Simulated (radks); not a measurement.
**The series with 12 electrons, Mg to Se²²⁺**

What does a rising nuclear charge do to the levels of a fixed set of electrons? The series is run ion by ion, all in [Ne] 3s2.

Program: radks (a radial shooting solver on a logarithmic mesh, Libxc functionals) version 1. Level of theory: non-relativistic Kohn-Sham, PBE, spin-unpolarised, spherical densities, point nucleus. These are calculated values, not measurements, unless marked.

**1. Starting point**

| Property | Result |
| --- | --- |
| electrons | 12 |
| ions | Mg, Al⁺, Si²⁺, P³⁺, S⁴⁺, Cl⁵⁺, Ar⁶⁺, K⁷⁺, Ca⁸⁺, Sc⁹⁺, Ti¹⁰⁺, V¹¹⁺, Cr¹²⁺, Mn¹³⁺, Fe¹⁴⁺, Co¹⁵⁺, Ni¹⁶⁺, Cu¹⁷⁺, Zn¹⁸⁺, Ga¹⁹⁺, Ge²⁰⁺, As²¹⁺, Se²²⁺ |
| configuration | [Ne] 3s2 |

Outer shells as boxes (Hund's rule):

[Ne] 3s2
```
[Ne] core
3s [↑↓]
```

**2. Mg**

Input:

```text
Z 12
configuration [Ne] 3s2
relativity non-relativistic
functional pbe,pbe
spin unpolarised
nucleus point
```

**3. Al⁺**

Input:

```text
Z 13
configuration [Ne] 3s2 3p0 4s0
relativity non-relativistic
functional pbe,pbe
spin unpolarised
nucleus point
```

**4. Si²⁺**

Changes since step 3:

```diff
@@ -1,2 +1,2 @@
-Z 13
+Z 14
 configuration [Ne] 3s2 3p0 4s0
```

**5. P³⁺**

Changes since step 4:

```diff
@@ -1,2 +1,2 @@
-Z 14
+Z 15
 configuration [Ne] 3s2 3p0 4s0
```

**6. S⁴⁺**

Changes since step 5:

```diff
@@ -1,2 +1,2 @@
-Z 15
+Z 16
 configuration [Ne] 3s2 3p0 4s0
```

**7. Cl⁵⁺**

Changes since step 6:

```diff
@@ -1,2 +1,2 @@
-Z 16
+Z 17
 configuration [Ne] 3s2 3p0 4s0
```

**8. Ar⁶⁺**

Changes since step 7:

```diff
@@ -1,2 +1,2 @@
-Z 17
+Z 18
 configuration [Ne] 3s2 3p0 4s0
```

**9. K⁷⁺**

Changes since step 8:

```diff
@@ -1,2 +1,2 @@
-Z 18
+Z 19
 configuration [Ne] 3s2 3p0 4s0
```

**10. Ca⁸⁺**

Changes since step 9:

```diff
@@ -1,2 +1,2 @@
-Z 19
+Z 20
 configuration [Ne] 3s2 3p0 4s0
```

**11. Sc⁹⁺**

Changes since step 10:

```diff
@@ -1,2 +1,2 @@
-Z 20
+Z 21
 configuration [Ne] 3s2 3p0 4s0
```

**12. Ti¹⁰⁺**

Changes since step 11:

```diff
@@ -1,2 +1,2 @@
-Z 21
+Z 22
 configuration [Ne] 3s2 3p0 4s0
```

**13. V¹¹⁺**

Changes since step 12:

```diff
@@ -1,2 +1,2 @@
-Z 22
+Z 23
 configuration [Ne] 3s2 3p0 4s0
```

**14. Cr¹²⁺**

Changes since step 13:

```diff
@@ -1,2 +1,2 @@
-Z 23
+Z 24
 configuration [Ne] 3s2 3p0 4s0
```

**15. Mn¹³⁺**

Changes since step 14:

```diff
@@ -1,2 +1,2 @@
-Z 24
+Z 25
 configuration [Ne] 3s2 3p0 4s0
```

**16. Fe¹⁴⁺**

Changes since step 15:

```diff
@@ -1,2 +1,2 @@
-Z 25
+Z 26
 configuration [Ne] 3s2 3p0 4s0
```

**17. Co¹⁵⁺**

Changes since step 16:

```diff
@@ -1,2 +1,2 @@
-Z 26
+Z 27
 configuration [Ne] 3s2 3p0 4s0
```

**18. Ni¹⁶⁺**

Changes since step 17:

```diff
@@ -1,2 +1,2 @@
-Z 27
+Z 28
 configuration [Ne] 3s2 3p0 4s0
```

**19. Cu¹⁷⁺**

Changes since step 18:

```diff
@@ -1,2 +1,2 @@
-Z 28
+Z 29
 configuration [Ne] 3s2 3p0 4s0
```

**20. Zn¹⁸⁺**

Changes since step 19:

```diff
@@ -1,2 +1,2 @@
-Z 29
+Z 30
 configuration [Ne] 3s2 3p0 4s0
```

**21. Ga¹⁹⁺**

Changes since step 20:

```diff
@@ -1,2 +1,2 @@
-Z 30
+Z 31
 configuration [Ne] 3s2 3p0 4s0
```

**22. Ge²⁰⁺**

Changes since step 21:

```diff
@@ -1,2 +1,2 @@
-Z 31
+Z 32
 configuration [Ne] 3s2 3p0 4s0
```

**23. As²¹⁺**

Changes since step 22:

```diff
@@ -1,2 +1,2 @@
-Z 32
+Z 33
 configuration [Ne] 3s2 3p0 4s0
```

**24. Se²²⁺**

Changes since step 23:

```diff
@@ -1,2 +1,2 @@
-Z 33
+Z 34
 configuration [Ne] 3s2 3p0 4s0
```

**Question.** What will these runs give? Wanted: for each run, ion; E; ε(1s); ε(2s); ε(2p); ε(3s); <r>(3s).

The runs gave:

| ion | E (hartree) | ε(1s) (eV) | ε(2s) (eV) | ε(2p) (eV) | ε(3s) (eV) | <r>(3s) (bohr) |
| --- | --- | --- | --- | --- | --- | --- |
| Mg | -199.95512 | -1257.2 | -79.552 | -46.656 | -4.699 | 3.155 |
| Al⁺ | -242.01288 | -1516.2 | -116.06 | -78.034 | -14.785 | 2.381 |
| Si²⁺ | -288.32973 | -1803.1 | -160.14 | -116.94 | -28.478 | 1.956 |
| P³⁺ | -338.89162 | -2117.6 | -211.45 | -163.03 | -45.504 | 1.674 |
| S⁴⁺ | -393.69128 | -2459.6 | -269.81 | -216.14 | -65.745 | 1.471 |
| Cl⁵⁺ | -452.72444 | -2829.0 | -335.15 | -276.22 | -89.137 | 1.314 |
| Ar⁶⁺ | -515.98832 | -3225.7 | -407.41 | -343.21 | -115.64 | 1.190 |
| K⁷⁺ | -583.48102 | -3649.7 | -486.57 | -417.08 | -145.24 | 1.089 |
| Ca⁸⁺ | -655.20120 | -4101.0 | -572.61 | -497.82 | -177.92 | 1.004 |
| Sc⁹⁺ | -731.14785 | -4579.6 | -665.50 | -585.41 | -213.65 | 0.9315 |
| Ti¹⁰⁺ | -811.32023 | -5085.5 | -765.24 | -679.85 | -252.45 | 0.8693 |
| V¹¹⁺ | -895.71775 | -5618.6 | -871.82 | -781.12 | -294.29 | 0.8152 |
| Cr¹²⁺ | -984.33995 | -6179.0 | -985.23 | -889.22 | -339.18 | 0.7675 |
| Mn¹³⁺ | -1077.18647 | -6766.6 | -1105.5 | -1004.2 | -387.11 | 0.7253 |
| Fe¹⁴⁺ | -1174.25702 | -7381.4 | -1232.5 | -1125.9 | -438.08 | 0.6876 |
| Co¹⁵⁺ | -1275.55135 | -8023.5 | -1366.4 | -1254.5 | -492.08 | 0.6536 |
| Ni¹⁶⁺ | -1381.06927 | -8692.8 | -1507.1 | -1389.9 | -549.12 | 0.6229 |
| Cu¹⁷⁺ | -1490.81060 | -9389.3 | -1654.7 | -1532.1 | -609.20 | 0.5950 |
| Zn¹⁸⁺ | -1604.77520 | -10113.1 | -1809.0 | -1681.1 | -672.30 | 0.5695 |
| Ga¹⁹⁺ | -1722.96296 | -10864.1 | -1970.1 | -1836.9 | -738.44 | 0.5462 |
| Ge²⁰⁺ | -1845.37378 | -11642.3 | -2138.1 | -1999.6 | -807.61 | 0.5247 |
| As²¹⁺ | -1972.00757 | -12447.7 | -2312.9 | -2169.0 | -879.80 | 0.5049 |
| Se²²⁺ | -2102.86424 | -13280.4 | -2494.5 | -2345.3 | -955.03 | 0.4865 |

Between Mg and Se²²⁺, 3s binds 203 times more strongly and its mean radius falls by a factor 6.49. The order of these tabulated levels, which need not hold every outer shell, does not change along the series. The configuration is held, so it need not be the ground state of every ion.
